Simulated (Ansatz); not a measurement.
# GeP+ (quintet): from Hartree-Fock to the top rungs, cc-pVTZ

How much of the correlation energy of GeP+ (quintet) does each wave-function method recover here?

Method: cc-pVTZ, core rule «outside noble gas», up to 19 orbitals frozen; program: Ansatz 0.2.0, Gaussian basis.

The runs, in order: UHF; CCSD(T) on ROHF; CCSD(T) on UHF; BCCD(T) on ROHF; CISD as a restricted active space (open shells left free, so some higher excitations enter); CCSDT(Q) on ROHF; CCSDT(Q) on UHF; CASSCF and MRCISD+Q, 8 electrons in 8 orbitals; CASSCF and MRCISD+Q(relaxed), 8 electrons in 8 orbitals; CASSCF and NEVPT2, 8 electrons in 8 orbitals.

16 further runs of the same task are left out: 5 that didn't finish, 11 set aside as unsound or not needed. Runs told in other sessions of the task aren't counted.

## (1) The system

The geometry is a PBE0/def2-TZVP stationary point (not a proven minimum) of the parent state, kept for this charge and spin. No spin-orbit coupling is included. The filled d shell of Ge may be among the frozen orbitals whatever the setting's name suggests.

2 atoms, charge 1, spin multiplicity 5.

Atoms are counted from 1 here; the program's logs count them from 0.

Bond lengths: Ge1–P2 2.428 Å.

As a file:

```xyz
2

Ge    0.0000    0.0000    0.0000
P     0.0000    0.0000    2.4277
```

## (2) UHF

in.yaml reads:

```yaml
crystal:
  periodic: [false, false, false]
  atoms:
    - {symbol: Ge, position_ang: [0.000000, 0.000000, 0.000000]}
    - {symbol: P, position_ang: [0.000000, 0.000000, 2.427700]}
basis:
  gaussian: {orbitals: cc-pVTZ}
total_charge: 1
magnetization: {spin_polarized: true, initial_magnetization: 4}
hamiltonian: {xc: hf}
output: {orbitals: {seedname: orbitals}}
```

Launch:

```
ansatz run in.yaml --threads 1 --pin off --events-out ev --progress --plain --max-ram 2393MiB
```

After this run come: CCSD(T) on ROHF; CCSD(T) on UHF; BCCD(T) on ROHF; CISD as a restricted active space (open shells left free, so some higher excitations enter); CCSDT(Q) on ROHF; CCSDT(Q) on UHF; CASSCF and MRCISD+Q, 8 electrons in 8 orbitals; CASSCF and MRCISD+Q(relaxed), 8 electrons in 8 orbitals; CASSCF and NEVPT2, 8 electrons in 8 orbitals.

**Question.** What will the summary of the whole plan be? Wanted: UCCSDT(Q) from the RHF energy; RMP2 from UCCSDT(Q); UMP2 from UCCSDT(Q); RCCSD from UCCSDT(Q); RCCSD(T) from UCCSDT(Q); UCCSD(T) from UCCSDT(Q); RCCSDT(Q) from UCCSDT(Q); NEVPT2 valence from UCCSDT(Q); MRCISD+Q valence from UCCSDT(Q).

The runs gave:

```
                                quantity                                                                   value
           UCCSDT(Q) from the ROHF energy                                                              -4.9054 eV
                     RMP2 from UCCSDT(Q)                                                         +24.15 kcal/mol
                     UMP2 from UCCSDT(Q)                                                         +24.28 kcal/mol
                    RCCSD from UCCSDT(Q)                                                          +6.17 kcal/mol
                 RCCSD(T) from UCCSDT(Q)                                                          +1.40 kcal/mol
                 UCCSD(T) from UCCSDT(Q)                                                          +1.16 kcal/mol
                RCCSDT(Q) from UCCSDT(Q)                                                          +0.26 kcal/mol
           NEVPT2 valence from UCCSDT(Q)                                                         +19.81 kcal/mol
         MRCISD+Q valence from UCCSDT(Q)                                                          +0.68 kcal/mol
MRCISD+Q(relaxed) valence from UCCSDT(Q)                                                          +0.14 kcal/mol
       levels within 1 kcal/mol (43 meV)  RCCSDT, UCCSDT, RCCSDT(Q), MRCISD+Q valence, MRCISD+Q(relaxed) valence
                           T1 diagnostic                                                                   0.026
          effectively unpaired electrons                                                                    4.02
```

What this shows: RCCSD(T) lands +1.40 kcal/mol from the yardstick (1.2 % of the correlation energy). One determinant dominates. Of the multireference levels listed MRCISD+Q(relaxed) valence comes nearest in total energy (+0.14 kcal/mol), which doesn't show that its space is the better one. These misses are within one basis, not against nature; the frozen cores of restricted and unrestricted runs differ, which can shift their rows.

With open shells the CI space here admits some higher excitations, so it is larger than plain CISD.
